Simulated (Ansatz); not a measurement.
# BP (F-43m): relaxations under a series of pressures in Python

How does BP (F-43m) give way under pressure? Aim: relaxations under a series of pressures, for BP (F-43m), run from a script.

All numbers are computed with the Python package of Ansatz 0.2.0. Level of theory: DFT PBE, plane waves, PAW.

## (1) The structure

It takes space group F-43m (No. 216, cubic). Conventional cell: a = 4.538 Å, b = 4.538 Å, c = 4.538 Å, α = 90.00°, β = 90.00°, γ = 90.00°. B (site symmetry -43m) has 4 P at 1.97 Å as nearest neighbours. P (site symmetry -43m) is surrounded by 4 B at 1.97 Å.

No structure file is read: the coordinates are typed or built in the script.

## (2) Script

Contents of compress.py:

```python
import warnings

import ansatz as az
import numpy as np

def edges_and_angles(cell):
    cell = np.asarray(cell)
    a, b, c = np.linalg.norm(cell, axis=1)
    cosines = cell[1] @ cell[2] / (b * c), cell[0] @ cell[2] / (a * c), cell[0] @ cell[1] / (a * b)
    return (a, b, c, *np.degrees(np.arccos(cosines)))

warnings.simplefilter("ignore", az.DeckWarning)

crystal = (
    az.Lattice.fcc(4.538)
    .space_group(216)
    .atom("B", (0.0, 0.0, 0.0))
    .atom("P", (0.25, 0.25, 0.75))
    .primitive()
)

job = crystal.calculation().kpoints(8).occupations("fixed")

rows = []
for pressure in [-2, 0, 2, 5, 10]:
    done = job.relax(cell=True, pressure=pressure, force_tolerance=0.02).run()
    cell = done.lattice.cell_ang
    n_atoms = len(done.lattice.sites)
    volume = abs(np.linalg.det(cell)) / n_atoms
    enthalpy = done.report["free_energy_ev"] / n_atoms + pressure * volume / 160.21766
    rows.append((pressure, volume, enthalpy, *edges_and_angles(cell)))
    print(f"{pressure} GPa done: {volume:.4f} A^3/atom")

print(" P (GPa)  V (A^3/atom)  H (eV/atom)     a       b       c")
for row in rows:
    print("{:8.1f} {:12.4f} {:14.5f} {:7.4f} {:7.4f} {:7.4f}".format(*row[:6]))
p, v = np.array([row[0] for row in rows], float), np.array([row[1] for row in rows])
print("mean bulk modulus between rows (GPa):", np.round(-np.diff(p) / np.diff(np.log(v)), 1))
```

## (3) What the engine is handed

The engine receives this input (first run):

```yaml
crystal:
  lattice:
    bravais: fcc
    a: 4.538
  space_group: 216
  atoms:
    - { symbol: B, position: [0.0, 0.0, 0.0] }
    - { symbol: P, position: [0.25, 0.25, 0.75] }
  reduce_to_primitive: true
kpoints:
  mp_grid:
    grid: [8, 8, 8]
scf:
  occupations:
    method: fixed
relax:
  f_tol: 0.02
  cell:
    p_target: -2.0
```

## (4) Running it

The run is started by

```bash
python compress.py
```

**Question.** How far does the cell shrink over this series of pressures, and what bulk modulus does the first step imply?

**Answer**, as computed:

```
                                   quantity               value
bulk modulus between neighbouring pressures  157.2 to 192.4 GPa
                              runs compared                   5
                            range of energy      18.80 meV/atom
```

The crystal stiffens as it is compressed. The volume falls from 11.91 Å³ an atom at -2 GPa to 11.13 at 10 GPa, by 6.6 %. Between -2 and 0 GPa, -V dP/dV is about 157 GPa, a mean over that step. In run 1, the volume grew by 2.0 % over 3 moves under the -2 GPa asked, and the space group stayed F-43m. In run 5, the volume shrank by 4.7 % over 3 moves under the 10 GPa asked, and the space group stayed F-43m. At a fixed pressure a relaxation lowers the enthalpy F + PV, while F alone can rise. No functional is typed, so the default, PBE, holds. Symmetry holds the cell in this phase, so another phase that may be stable under pressure is not reached.
